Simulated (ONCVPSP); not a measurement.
# An ONCV potential for indium, from input to tests

Aim: build the potential from the settings below, then test how well it stands in for the atom: other configurations, scattering, ghost states and the plane-wave cutoff that it needs.

Method: ONCVPSP 4.0.1, LDA (Perdew-Wang 92), fully relativistic.

**1. The design**

Typed settings, in words:

```json
{
 "element": "indium (In, Z = 49)",
 "type": "optimised norm-conserving Vanderbilt (ONCV)",
 "frozen core": "[Kr]",
 "valence charge": "13",
 "reference configuration": "4d10 5s2 5p0.5 (charge +0.5)",
 "partial waves": "5s: rc 1.80 bohr, ncon 4, nbas 8, qcut 4.4 1/bohr, 2 projectors, debl 2.2 Ha; 5p: rc 2.55 bohr, ncon 5, nbas 9, qcut 3.4 1/bohr, 2 projectors, debl 3.7 Ha; 4d: rc 1.40 bohr, ncon 4, nbas 8, qcut 10.3 1/bohr, 2 projectors, debl 3.7 Ha",
 "local potential": "polynomial inside 0.95 bohr (lpopt 5, dvloc0 0 Ha)",
 "core correction": "Teter function fitted to the true core (icmod 2), fcfact 0.4"
}
```

An earlier all-electron run gives the scale for the radii.

All-electron outer shells of the reference configuration (LDA (PZ), scalar-relativistic, ld1.x):

| shell | level (eV) | outermost node (bohr) | outermost maximum (bohr) |
| --- | --- | --- | --- |
| 4s | -123.00 | 0.41 | 0.77 |
| 4p | -81.59 | 0.42 | 0.82 |
| 4d | -22.25 | 0.40 | 0.94 |
| 5s | -11.73 | 1.02 | 2.13 |
| 5p | -5.54 | 1.14 | 2.71 |

**2. Generating the potential**

The input, In.dat:

```
# ATOM AND REFERENCE CONFIGURATION
# atsym  z   nc   nv     iexc    psfile
  In 49.00    8    3  -001012      upf
#
#   n    l    f
    1    0    2.00
    2    0    2.00
    2    1    6.00
    3    0    2.00
    3    1    6.00
    3    2   10.00
    4    0    2.00
    4    1    6.00
    4    2   10.00
    5    0    2.00
    5    1    0.50
#
# PSEUDOPOTENTIAL AND OPTIMIZATION
# lmax
    2
#
#   l,   rc,      ep,       ncon, nbas, qcut
    0    1.80    0.00    4    8    4.40
    1    2.55    0.00    5    9    3.40
    2    1.40    0.00    4    8   10.30
#
# LOCAL POTENTIAL
# lloc, lpopt,  rc(5),   dvloc0
    4    5    0.95    0.00
#
# VANDERBILT-KLEINMAN-BYLANDER PROJECTORs
# l, nproj, debl
    0    2    2.20
    1    2    3.70
    2    2    3.70
#
# MODEL CORE CHARGE
# icmod, fcfact, rcfact
    2    0.40    0.75
#
# LOG DERIVATIVE ANALYSIS
# epsh1, epsh2, depsh
   -2.00    5.00    0.02
#
# OUTPUT GRID
# rlmax, drl
    6.00    0.01
#
# TEST CONFIGURATIONS
# ncnf
    4
# nvcnf
#   n    l    f
    3
    4    2   10.00
    5    0    2.00
    5    1    1.00
#
    3
    4    2   10.00
    5    0    2.00
    5    1    0.00
#
    3
    4    2   10.00
    5    0    1.00
    5    1    0.00
#
    3
    4    2   10.00
    5    0    1.00
    5    1    2.00
#
```

Launch:

```bash
$ oncvpspr.x < In.dat > In.out
```

**Question.** What will these runs give? Wanted: cutoffs for 1 and 0.1 mHa per electron, occupied waves; bound ghosts; GHOST(+) flags; largest test error; largest phase difference near zero energy, channels read; rms error of d²Exc/dn², without and with the model core.

**Answer**, as computed:

| quantity | value |
| --- | --- |
| cutoffs for 1 and 0.1 mHa per electron, occupied waves | 39 Ha and 47 Ha |
| bound ghosts | s at -107.76 eV, p3/2 at -41.25 eV, p1/2 at -31.49 eV |
| GHOST(+) flags | s at 165 eV |
| largest test error (AE − PS) | -3.4 meV, for 4d10 5s1 5p0 |
| largest phase difference near zero energy, channels read | 0.001 rad |
| rms error of d²Exc/dn², without and with the model core | 6.47 and 3.73 mHa |

In words: It has a bound ghost (s, p3/2, p1/2), a state that the atom doesn't have, and that rules the file out. The worst unpolarised test, 4d10 5s1 5p0, is off by 3.4 meV on 23.2 eV; by total energies transferability rates as very good. Atomic tests can pass in spite of a ghost, since they solve only for the levels asked. It counts as hard, with 39 Ha needed at the looser tolerance. At the looser tolerance the 4d wave is the slowest; 5s needs 6 Ha. Near zero energy the phases of the channels with partial waves agree within 0.001 rad. The pseudo curves have a pole with no partner nearby in the atom's: p1/2 at -1.14 Ha. The program also flags highly localised states, GHOST(+) (s). All of this concerns the isolated atom, not yet a solid.
